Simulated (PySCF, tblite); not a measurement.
# C4H4O3Si: geometry, infrared bands and NMR shifts

Aim: predict the infrared bands and NMR shifts of C4H4O3Si (`O=COC1=C[SiH2]C1=O`).

Computed with tblite 0.8.0 and PySCF 2.14.0, with density-fitted response routines of our own, on a single molecule in the gas phase. Atoms are numbered from 0 throughout.

### Step 1. The molecule as given

12 atoms, charge 0, multiplicity 1; geometry from: force field or distance geometry start.

Bonds of the start (Å): O0–C1 1.24, C1–O2 1.41, O2–C3 1.43, C3–C4 1.29, C4–Si5 1.80, Si5–C6 1.82, C6–O7 1.27, C6–C3 1.43, C1–H8 1.11, C4–H9 1.12, Si5–H10 1.46, Si5–H11 1.46.

### Step 2. Relaxing the molecule with GFN2-xTB

The job: settings as JSON, then the geometry in Å.

```
{"job": {"kind": "relax", "xc": "GFN2-xTB", "basis": "xTB"}, "charge": 0, "multiplicity": 1}
O      2.349100     0.659900    -0.853300
C      2.520700    -0.143700     0.073400
O      1.468600    -0.718100     0.809000
C      0.171600    -0.294300     0.390100
C     -0.422300     0.855400     0.347700
Si    -2.041300     0.396000    -0.303800
C     -0.944100    -1.039700    -0.105100
O     -1.114900    -2.274000    -0.325400
H      3.532600    -0.472400     0.400800
H     -0.012900     1.857000     0.626400
H     -2.327600     0.703300    -1.702200
H     -3.178200     0.469900     0.616300
```

On the command line:

```console
> OMP_NUM_THREADS=1 python probes_run.py task.json out
```

One launch serves the whole session: the jobs run in the order shown.

**Question.** This job is followed by: GFN2-xTB harmonic vibrations, gas phase; GIAO PBE0/pcSseg-1 NMR shielding, non-relativistic, gas phase. What will the session give for the following? strongest single infrared mode (GFN2-xTB); zero-point energy (GFN2-xTB); ¹³C shifts against TMS (PBE0/pcSseg-1); ¹H shifts against TMS (PBE0/pcSseg-1, means over atoms taken as alike); ¹⁷O shifts against H2O (PBE0/pcSseg-1); ²⁹Si shifts against TMS (PBE0/pcSseg-1).

As calculated:

| quantity | value |
| --- | --- |
| strongest single infrared mode (GFN2-xTB) | 1781 cm⁻¹, 625 km/mol |
| zero-point energy (GFN2-xTB) | 43.2 kcal/mol |
| ¹³C shifts against TMS (PBE0/pcSseg-1) | 215.6, 171.6, 166.4, 163.4 ppm |
| ¹H shifts against TMS (PBE0/pcSseg-1, means over atoms taken as alike) | 9.36, 8.24, 5.05 ppm |
| ¹⁷O shifts against H2O (PBE0/pcSseg-1) | 753.4, 469.6, 263.5 ppm |
| ²⁹Si shifts against TMS (PBE0/pcSseg-1) | -30.8 ppm |

In words: The optimisation took 82 steps and gained 1.141 eV; among the close pairs (by a distance rule), Si5–C6 changed most, from 1.818 to 1.949 Å. No mode is imaginary among the 30: a minimum at this level. The strongest single mode, at 1781 cm⁻¹, moves mainly C1 and O0. Unscaled tight-binding wavenumbers are off by several per cent, some by more. Its intensities can rank the bands wrongly. At PBE0/pcSseg-1: The largest span, 1536 ppm, is at O7, where the paramagnetic term is -815 ppm.
